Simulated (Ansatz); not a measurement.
# C3H6FNSi: up Jacob's ladder to CCSD(T)

One table from this session's results is given with a row withheld; the runs are named, their logs left out.

Method: functionals in def2-TZVPP, the program's frozen cores in correlated methods; program: Ansatz 0.2.0, Gaussian basis.

Plan: LDA (SPW92), PBE-D4, revPBE-D4, BLYP-D4, r2SCAN-D4, B97M-V, PBE0-D4, B3LYP-D4, r2SCANh-D4, r2SCAN0-D4, HSE06-D4, BHLYP-D4, CAM-B3LYP-D4, LC-ωPBE, ωB97X-V, ωB97M-V, B2PLYP, PBE-QIDH; CCSD(T)/def2-SVP; CCSD(T)/def2-TZVPP; MP2/def2-QZVPP; extrapolation to the limit; RPA on PBE.

### Structure used throughout

An earlier PBE0-D4 in a triple-zeta def2 set relaxation fixed the geometry.

12 atoms, charge 0, spin multiplicity 1.

Atoms are counted from 1 here; the program's logs count them from 0.

Bond lengths: C1–C2 1.526 Å, C1–H7 1.092 Å, C1–H8 1.092 Å, C1–H9 1.092 Å, C2–Si3 1.848 Å, C2–H10 1.096 Å, C2–H11 1.095 Å, Si3–F4 1.593 Å, Si3–C5 1.758 Å, Si3–N6 1.757 Å, C5–N6 1.293 Å, C5–H12 1.092 Å. Angles: C2–C1–H7 111.4°, C2–C1–H8 110.9°, C2–C1–H9 111.4°, H7–C1–H8 107.9°, H7–C1–H9 107.4°, H8–C1–H9 107.7°, C1–C2–Si3 113.2°, C1–C2–H10 111.0°, C1–C2–H11 111.2°, Si3–C2–H10 107.1°, Si3–C2–H11 108.2°, H10–C2–H11 105.7°, C2–Si3–F4 109.5°, C2–Si3–C5 128.1°, C2–Si3–N6 122.1°, F4–Si3–C5 120.6°, F4–Si3–N6 117.3°, C5–Si3–N6 43.2° and more.

Coordinates:

```
atom    x (Å)    y (Å)    z (Å)
  C1   1.1912   0.1559  -1.0403
  C2   0.8249  -0.7231   0.1515
 Si3  -0.7826  -0.2544   0.9345
  F4  -1.0625  -1.2051   2.1813
  C5  -2.0646   0.7437   0.2640
  N6  -1.3046   1.4185   1.0633
  H7   1.2569   1.2073  -0.7541
  H8   2.1557  -0.1384  -1.4591
  H9   0.4465   0.0802  -1.8357
 H10   1.5920  -0.6661   0.9319
 H11   0.7716  -1.7783  -0.1355
 H12  -2.9474   1.1049  -0.2679
```

Set-up of the first run:

The input, in.yaml:

```yaml
crystal:
  periodic: [false, false, false]
  atoms:
    - {symbol: C, position_ang: [1.191223, 0.155887, -1.040349]}
    - {symbol: C, position_ang: [0.824851, -0.723123, 0.151476]}
    - {symbol: Si, position_ang: [-0.782598, -0.254443, 0.934486]}
    - {symbol: F, position_ang: [-1.062484, -1.205139, 2.181311]}
    - {symbol: C, position_ang: [-2.064589, 0.743666, 0.264003]}
    - {symbol: N, position_ang: [-1.304578, 1.418454, 1.063339]}
    - {symbol: H, position_ang: [1.256867, 1.207341, -0.754098]}
    - {symbol: H, position_ang: [2.155737, -0.138412, -1.459119]}
    - {symbol: H, position_ang: [0.446477, 0.080160, -1.835682]}
    - {symbol: H, position_ang: [1.592000, -0.666072, 0.931912]}
    - {symbol: H, position_ang: [0.771592, -1.778300, -0.135530]}
    - {symbol: H, position_ang: [-2.947397, 1.104882, -0.267851]}
basis:
  gaussian: {orbitals: def2-TZVPP}
hamiltonian: {xc: lda}
output: {orbitals: {seedname: orbitals}}
```

The run is started by

```sh
ansatz run in.yaml --threads 4 --pin off --events-out ev --progress --plain --max-ram 10444MiB
```

Among the steps run: LDA; PBE-D4 (GGA); revPBE-D4 (GGA); BLYP-D4 (GGA); r2SCAN-D4 (meta-GGA); B97M-V (meta-GGA); PBE0-D4 (hybrid); B3LYP-D4 (hybrid); r2SCANh-D4 (hybrid); r2SCAN0-D4 (hybrid); HSE06-D4 (hybrid); BHLYP-D4 (hybrid); CAM-B3LYP-D4 (range-separated); LC-ωPBE (range-separated); ωB97X-V (range-separated); ωB97M-V (range-separated); B2PLYP (double hybrid); PBE-QIDH (double hybrid).

One of the session's tables, all rows but one given; the rest of the session is left out.

It belongs to the step «Orbital energies across the functionals». 

| functional | HOMO (eV) | gap (eV) |
| --- | --- | --- |
| LDA (SPW92) | -5.47 | 3.15 |
| PBE-D4 | -5.31 | 3.28 |
| revPBE-D4 | -5.25 | 3.32 |
| BLYP-D4 | -5.20 | 3.32 |
| r2SCAN-D4 | ? | ? |
| B97M-V | -5.59 | 3.94 |
| PBE0-D4 | -6.60 | 5.74 |
| B3LYP-D4 | -6.39 | 5.29 |
| r2SCANh-D4 | -6.01 | 4.64 |
| r2SCAN0-D4 | -6.75 | 6.02 |
| HSE06-D4 | -6.19 | 4.95 |
| BHLYP-D4 | -7.82 | 8.22 |
| CAM-B3LYP-D4 | -7.97 | 8.36 |
| LC-ωPBE | -9.29 | 10.93 |
| ωB97X-V | -8.95 | 10.49 |
| ωB97M-V | -8.83 | 10.27 |

**Question.** Estimate the row for r2SCAN-D4.

Worked estimate for «HOMO (eV)». Against the share of exact exchange, r2SCANh-D4 (0.1, -6.01), r2SCAN0-D4 (0.25, -6.75) give a slope of -4.93 per unit share; at 0 the line stands at -5.52.

The run gave: HOMO (eV): -5.53; gap (eV): 3.72. In «HOMO (eV)» the line misses by +0.01.
